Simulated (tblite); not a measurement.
# C4H9Cl2Ga: the cost of one run

Computed with tblite 0.8.0 and PySCF 2.14.0, with density-fitted response routines of our own, on a single molecule in the gas phase. Atoms are numbered from 0 throughout.

### Step 1. Starting geometry

16 atoms, charge 0, multiplicity 1; geometry from: force field or distance geometry start.

Bonds of the start (Å): C0–C1 1.53, C1–C2 1.51, C1–C3 1.52, C1–Ga4 1.97, Ga4–Cl5 2.46, Ga4–Cl6 2.06, C0–H7 1.12, C0–H8 1.11, C0–H9 1.09, C2–H10 1.13, C2–H11 1.11, C2–H12 1.11, C3–H13 1.10, C3–H14 1.11, C3–H15 1.12.

### Step 2. Relaxing the molecule with GFN2-xTB

What the job is given:

```
{"job": {"kind": "relax", "xc": "GFN2-xTB", "basis": "xTB"}, "charge": 0, "multiplicity": 1}
C     -0.296300    -1.182600    -0.752500
C     -0.100500     0.148300    -0.030000
C     -0.024100    -0.028300     1.470500
C     -1.244600     1.043500    -0.467600
Ga     1.782900     0.445500    -0.529200
Cl     2.811700    -1.773300    -0.230700
Cl     2.787700     2.241600    -0.468600
H     -0.078800    -0.946500    -1.820300
H     -1.355900    -1.494700    -0.695400
H      0.403500    -1.956000    -0.424800
H     -1.023700     0.129400     1.969400
H      0.351900    -1.022300     1.786400
H      0.632900     0.732900     1.928900
H     -1.059300     1.457700    -1.470700
H     -1.458100     1.848200     0.267400
H     -2.137000     0.365500    -0.544200
```

Launch:

```
$ OMP_NUM_THREADS=1 python probes_run.py task.json out
```

One launch serves the whole session: the jobs run in the order shown.

Q: Estimate the wall time of this first job on 1 thread of Intel Xeon at 2.50GHz, shared host.

About 2 s.
